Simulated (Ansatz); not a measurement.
# TiO: magnetic order and moments

An exercise on one series of results from a longer session: the logs are not shown, and one member is left open.

Computed with Ansatz 0.2.0 (DFT r2SCAN, scalar-relativistic, plane waves, PAW, unless a step's input says otherwise).

### Starting point

Symmetry: F-43m, No. 216, cubic system. Conventional cell: a = 4.463 Å, b = 4.463 Å, c = 4.463 Å, α = 90.00°, β = 90.00°, γ = 90.00°. Ti (site symmetry -43m) is surrounded by 4 O at 1.93 Å. O (site symmetry -43m) is surrounded by 4 Ti at 1.93 Å.

Coordinates:

```xyz
2
Lattice="0.0000 2.2316 2.2316 2.2316 0.0000 2.2316 2.2316 2.2316 0.0000" Properties=species:S:1:pos:R:3 pbc="T T T"
Ti    0.0000    0.0000    0.0000
O     1.1158    1.1158    1.1158
```

The structure is invented: a known structure type filled with these elements, not a reported compound.

The first run:

(A quick probe on a coarse mesh, which set the mesh and smearing, is not shown.)

Contents of input.yaml:

```yaml
crystal:
  lattice:
    - [0.0, 2.2315829953, 2.2315829953]
    - [2.2315829953, 0.0, 2.2315829953]
    - [2.2315829953, 2.2315829953, 0.0]
  atoms:
    - { symbol: Ti, position: [0.0, 0.0, 0.0], spin: 0.14 }
    - { symbol: O, position: [0.25, 0.25, 0.25] }
basis:
  ecutwfc: 500
kpoints:
  mp_grid: { grid: [8, 8, 8] }
hamiltonian:
  xc: r2scan
scf:
  occupations: { method: gaussian, width: 0.1 }
output:
  forces: true
  stress: true
  eigenvalues: true
  populations: true
magnetization:
  spin_polarized: true
relax:
  adjacent_minimum: "off"
  f_tol: 0.05
  max_steps: 80
  cell: { stress_tol: 0.5 }
```

Command:

```sh
$ ansatz run input.yaml --threads 1 --pin off --max-ram 2560MiB --backend cpu --events-out ev --progress --plain --runs-dir out
```

Steps of the session up to this table: Rough relaxation on the coarse mesh; Full relaxation; Start: no spin polarisation; Start: ferromagnetic; Magnetic start: large parallel starting moments; Start: antiferromagnetic, doubled cell, propagation vector (0, 0, 1/2); Magnetic start: antiferromagnetic, doubled cell, propagation vector (0, 1/2, 1/2); Magnetic start: small parallel starting moments.

One table of the session follows, with a row left open; its other results are not shown here.

It belongs to the step «Which state is lowest». 

| start | energy above the lowest (meV/atom) | pressure (GPa) |
| --- | --- | --- |
| ferromagnetic | 0.00 | 0.0 |
| large parallel starting moments | 0.00 | 0.0 |
| small parallel starting moments | 0.00 | 0.0 |
| antiferromagnetic, doubled cell, propagation vector (0, 0, 1/2) | ? | ? |
| no spin | 2.98 | -0.3 |
| antiferromagnetic, doubled cell, propagation vector (0, 1/2, 1/2) | 2.98 | -0.3 |

Estimate the missing values for antiferromagnetic, doubled cell, propagation vector (0, 0, 1/2).

**Answer.** energy above the lowest (meV/atom): 2.62; pressure (GPa): -0.2. In the column «energy above the lowest (meV/atom)» it lies between small parallel starting moments (0.00) and no spin (2.98).

To keep in mind: The magnetic state reached may not be the lowest one. Warnings in the runs' records: stability check not made, seeded moment not kept.
